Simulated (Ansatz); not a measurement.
What does this script print? It uses Ansatz's Python interface.

`run_fdcheck.py`:
```python
'''Forces and pressure of SnTe against finite differences of the energy, atoms off their sites.'''

import logging
import sys

import ansatz as az
import numpy as np

logging.basicConfig(stream=sys.stdout, format='%(levelname)s:%(name)s:%(message)s')
log = logging.getLogger('ansatz_job')
log.setLevel(logging.INFO)

VECTORS = np.array([
    [-0.01234, 3.59096, 3.58031],
    [3.63867, -0.02654, 3.59451],
    [3.63941, 3.6059, -0.02728],
])
SITES = [
    ('Sn', [0.99578, 0.00098, 0.00521]),
    ('Te', [0.75615, 0.7474, 0.75075]),
]


def crystal_on(cell):
    crystal = az.Crystal(lattice=az.Lattice.of(cell))
    for symbol, position in SITES:
        crystal = crystal.atom(symbol, position)
    return crystal


def main() -> None:
    def solve(crystal):
        return (
            crystal.calculation()
            .functional('pbesol')
            .occupations('fixed')
            .basis(540, xc_grid=2)
            .kpoints(3, 3, 3)
            .scf(tolerance=1e-09)
            .forces()
            .stress()
            .run(threads=1)
        ).report


    centre = solve(crystal_on(VECTORS))
    start = crystal_on(VECTORS)
    # move one atom both ways along a Cartesian axis
    log.info(f'force on atom 0 along z: analytic {centre["forces_ev_ang"][0][2]:.4f} eV/A')
    for h in (0.005, 0.02):
        shift = np.eye(3)[2] * h @ np.linalg.inv(VECTORS)
        plus, minus = (solve(start.move(0, to=np.array(SITES[0][1]) + sign * shift))['lagrangian_ev'] for sign in (1, -1))
        log.info(f'  step {h} A: numerical {-(plus - minus) / (2 * h):.4f} eV/A')
    # P = -dF/dV; the difference feels the change of the plane-wave count with the cell
    volume = abs(np.linalg.det(VECTORS))
    larger, smaller = (solve(crystal_on(VECTORS * (1 + sign * 0.005) ** (1 / 3)))['lagrangian_ev'] for sign in (1, -1))
    numerical = -(larger - smaller) / (0.01 * volume) * 160.21766
    log.info(f'pressure: analytic {np.trace(centre["stress_gpa"]) / 3:.3f}, numerical {numerical:.3f} GPa')


if __name__ == '__main__':
    main()
```

`python run_fdcheck.py` gives:
```text
DeckWarning: output.stress: scf.convergence.dr2_threshold = 1e-9 eV is looser than the 2e-10 eV advised for a printed stress (1e-10 eV for each atom of the cell: 2). What an SCF threshold leaves in a stress goes as its square root, and in the free energy as [...]
INFO:ansatz_job:force on atom 0 along z: analytic 0.0550 eV/A
INFO:ansatz_job:  step 0.005 A: numerical 0.0550 eV/A
INFO:ansatz_job:  step 0.02 A: numerical 0.0551 eV/A
INFO:ansatz_job:pressure: analytic -2.316, numerical -2.315 GPa
```
(Warnings from the package without file and line, shortened.)

Reading the output:
- These settings explore the input space; cutoff and mesh may be short of convergence.
- The k-point mesh is coarse, and energy and stress weren't tested for convergence.
- Pressure is positive in compression.
- The cell is a database structure, distorted on purpose.
- The central difference errs as the square of the step, so the shorter step is the fairer test; what remains comes from the finite grid and the SCF threshold.
- Timing: 26 s on 1 thread of Arm Neoverse V1, on a shared host, peak memory 0.42 GiB.
